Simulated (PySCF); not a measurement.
# BH2(nPr): geometry, NMR shifts, electronic excitations, spin-spin couplings and core binding energies

Aim: predict the NMR shifts, electronic excitations, spin-spin couplings and core binding energies of BH2(nPr) (`[H]B([H])CCC`).

Computed with PySCF 2.14.0, with density-fitted response routines of our own, on a single molecule in the gas phase. Atoms count from 0, in the outputs and in this text.

**1. The molecule as given**

13 atoms, charge 0, multiplicity 1; geometry from: GFN2-xTB. The atoms were then displaced at random by about 0.03 Å, so the start is not that level's minimum.

Bonds of the start (Å): B0–H1 1.09, B0–H2 1.30, B0–C3 1.48, C3–C4 1.60, C3–H6 1.16, C3–H7 1.06, C4–C5 1.50, C4–H8 1.05, C4–H9 1.07, C5–H10 1.12, C5–H11 1.06, C5–H12 1.03.

**2. Optimising the geometry at PBE0-D3(BJ)/def2-SVP**

Job settings and geometry (Å):

```
{"job": {"xc": "PBE0", "basis": "def2-SVP", "d3": "d3bj", "grid": 1, "maxiter": 40, "shake": 0.03, "kind": "geom"}, "charge": 0, "multiplicity": 1}
B      1.072530     1.622840     0.761660
H      2.163330     1.705970     0.763000
H      0.362890     2.696860     0.602610
C      0.330490     0.341800     0.796960
C     -0.097020    -0.136390    -0.664830
C     -0.867900    -1.418290    -0.659250
H     -0.691120     0.414730     1.339090
H      0.845250    -0.448610     1.270880
H      0.838140    -0.215720    -1.132350
H     -0.686430     0.648230    -1.102020
H     -1.828750    -1.340410    -0.097740
H     -1.047480    -1.734280    -1.655750
H     -0.363310    -2.188840    -0.200070
```

Started as:

```console
$ OMP_NUM_THREADS=1 python probes_run.py task.json out
```

The driver reads the jobs from task.json and runs them one after another.

**Question.** This job is followed by: GIAO PBE0/pcSseg-1 NMR shielding, non-relativistic, gas phase; TDDFT CAM-B3LYP/def2-SVPD, vertical, gas phase, core orbitals frozen in the response; B3LYP/pcJ-1 indirect spin-spin coupling, non-relativistic, gas phase; GIAO wB97X-D/pcSseg-1 NMR shielding, non-relativistic, gas phase; delta-SCF UKS SCAN, pcX-2 on the ionised atom (unc-x2c-TZVPall on a metal), pcseg-1 elsewhere, spin-free X2C. Predict these results of the whole session: point group; rotational constants (main isotopes); ¹³C shifts against TMS (PBE0/pcSseg-1); ¹H shifts against TMS (PBE0/pcSseg-1, means over atoms taken as alike); ¹¹B shifts against BF3·OEt2 (PBE0/pcSseg-1); surface potential, 1st and 99th percentile; lowest singlet (CAM-B3LYP/def2-SVPD); brightest single state of those computed; lowest triplet; largest coupling of the table (B3LYP/pcJ-1); C1s binding energies, SCAN/pcX-2; B1s binding energies, SCAN/pcX-2; range of the shift of B0.

As calculated:

| quantity | value |
| --- | --- |
| point group | C1 |
| rotational constants (main isotopes) | 23.01, 3.88, 3.65 GHz |
| ¹³C shifts against TMS (PBE0/pcSseg-1) | 32.3, 20.1, 12.6 ppm |
| ¹H shifts against TMS (PBE0/pcSseg-1, means over atoms taken as alike) | 7.73, 1.70, 1.19, 0.94 ppm |
| ¹¹B shifts against BF3·OEt2 (PBE0/pcSseg-1) | 89.8 ppm |
| surface potential, 1st and 99th percentile | -0.41 V and 1.35 V |
| lowest singlet (CAM-B3LYP/def2-SVPD) | 5.68 eV (218 nm), f = 0.001 |
| brightest single state of those computed | state 8, 9.12 eV, f = 0.179 |
| lowest triplet | 5.04 eV |
| largest coupling of the table (B3LYP/pcJ-1) | ¹J(B,H) B0–H1, 134.0 Hz |
| C1s binding energies, SCAN/pcX-2 | C4 290.83, C5 290.63, C3 290.12 eV |
| B1s binding energies, SCAN/pcX-2 | B0 196.12 eV |
| range of the shift of B0 | 84.7 to 89.8 ppm |

What this shows: The start was shaken at random, so part of the energy gained undoes that. Over 5 steps the energy fell by 0.792 eV; of the close pairs, B0–H1 changed most, 1.094 to 1.212 Å. At PBE0/pcSseg-1: Shielding is most anisotropic at B0 (span 191 ppm, paramagnetic term -181 ppm). At PBE0/pcSseg-1, counted by nearest atom on the grid, the HOMO lies on C3 23 %; H1 20 %, the LUMO on B0 54 %; H1, H2 about 14 % each. The lowest singlet, at 5.68 eV, is HOMO−1→LUMO 0.55, HOMO→LUMO 0.34 and is dark; of the 10 states computed, the strongest absorption comes from state 8 at 9.12 eV (the last state computed is bright too, and its partners may lie past the list). The lowest triplet lies 0.65 eV below the lowest singlet (triplets in Tamm-Dancoff, singlets in full TDDFT). Of the pairs tabulated at B3LYP/pcJ-1, B0–H1 (mean over like pairs) couples most strongly (134.0 Hz; Fermi contact 134.9 Hz). Couplings across rotatable bonds belong to this one conformer; where others are populated, the observed values are averages. C4 (carbon bonded to 2 C, 2 H) binds its C1s electron 0.71 eV more tightly than C3 (carbon bonded to C, B, 2 H). Across the 2 runs the shift of B0 moves most, between 84.7 (wB97X-D/pcSseg-1) and 89.8 ppm (PBE0/pcSseg-1).
